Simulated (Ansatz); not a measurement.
# C₂H₉BN₂: small, medium and large basis sets

An exercise on one series of results from a longer session: the logs are not shown, and one member is left open.

Program: Ansatz 0.2.0, Gaussian basis. Level of theory: one geometry, several basis sets. These are calculated values, not measurements.

The runs, in order: PBE0-D4/def2-SVP; ωB97M-V/def2-SVP; PBE0-D4/def2-QZVPP; ωB97M-V/def2-QZVPP; the functionals' def2-TZVPP values are taken from earlier runs.

### The relaxed structure

An earlier PBE0-D4 in a triple-zeta def2 set relaxation fixed the geometry.

SMILES `CCB(N)N`, 14 atoms, charge 0, spin multiplicity 1.

Atoms are counted from 1 here; the program's logs count them from 0.

Bond lengths: C1–C2 1.531 Å, C1–H6 1.094 Å, C1–H7 1.093 Å, C1–H8 1.093 Å, C2–B3 1.586 Å, C2–H9 1.096 Å, C2–H10 1.096 Å, B3–N4 1.416 Å, B3–N5 1.415 Å, N4–H11 1.004 Å, N4–H12 1.003 Å, N5–H13 1.003 Å, N5–H14 1.004 Å. Angles: C2–C1–H6 112.0°, C2–C1–H7 111.3°, C2–C1–H8 111.2°, H6–C1–H7 107.6°, H6–C1–H8 107.6°, H7–C1–H8 107.0°, C1–C2–B3 112.1°, C1–C2–H9 109.2°, C1–C2–H10 109.2°, B3–C2–H9 110.2°, B3–C2–H10 110.2°, H9–C2–H10 105.7°, C2–B3–N4 119.7°, C2–B3–N5 119.7°, N4–B3–N5 120.6°, B3–N4–H11 124.5°, B3–N4–H12 122.0°, H11–N4–H12 113.5° and more.

Set-up of the first run:

in.yaml

```yaml
crystal:
  periodic: [false, false, false]
  atoms:
    - {symbol: C, position_ang: [-0.925132, 1.518616, 0.252053]}
    - {symbol: C, position_ang: [0.239137, 0.650017, 0.735754]}
    - {symbol: B, position_ang: [0.393513, -0.674706, -0.122321]}
    - {symbol: N, position_ang: [-0.344640, -1.829362, 0.232483]}
    - {symbol: N, position_ang: [1.231214, -0.678303, -1.263281]}
    - {symbol: H, position_ang: [-1.029801, 2.430981, 0.845714]}
    - {symbol: H, position_ang: [-1.873565, 0.977538, 0.308913]}
    - {symbol: H, position_ang: [-0.789501, 1.817567, -0.790938]}
    - {symbol: H, position_ang: [0.086991, 0.400431, 1.792153]}
    - {symbol: H, position_ang: [1.164755, 1.235732, 0.699063]}
    - {symbol: H, position_ang: [-0.338981, -2.689221, -0.286545]}
    - {symbol: H, position_ang: [-0.939951, -1.853043, 1.039331]}
    - {symbol: H, position_ang: [1.768194, 0.125338, -1.531100]}
    - {symbol: H, position_ang: [1.344767, -1.460886, -1.882576]}
basis:
  gaussian: {orbitals: def2-SVP}
hamiltonian: {xc: pbe0, dispersion: d4}
output: {orbitals: {seedname: orbitals}}
```

Among the steps run: PBE0-D4 in def2-SVP; ωB97M-V in def2-SVP; PBE0-D4 in def2-QZVPP; ωB97M-V in def2-QZVPP.

One of the session's tables, all rows but one given; the rest of the session is left out.

```
functional       basis  HOMO (eV)  LUMO (eV)
   PBE0-D4    def2-SVP      -6.48       1.70
   PBE0-D4  def2-TZVPP          ?          ?
   PBE0-D4  def2-QZVPP      -6.82       0.45
   ωB97M-V    def2-SVP      -8.87       3.29
   ωB97M-V  def2-TZVPP      -9.15       2.16
   ωB97M-V  def2-QZVPP      -9.20       1.50
```

**Question.** Estimate the row for PBE0-D4, def2-TZVPP.

As computed: HOMO (eV): -6.76; LUMO (eV): 0.85. In the column «HOMO (eV)» it lies between PBE0-D4, def2-QZVPP (-6.82) and PBE0-D4, def2-SVP (-6.48).
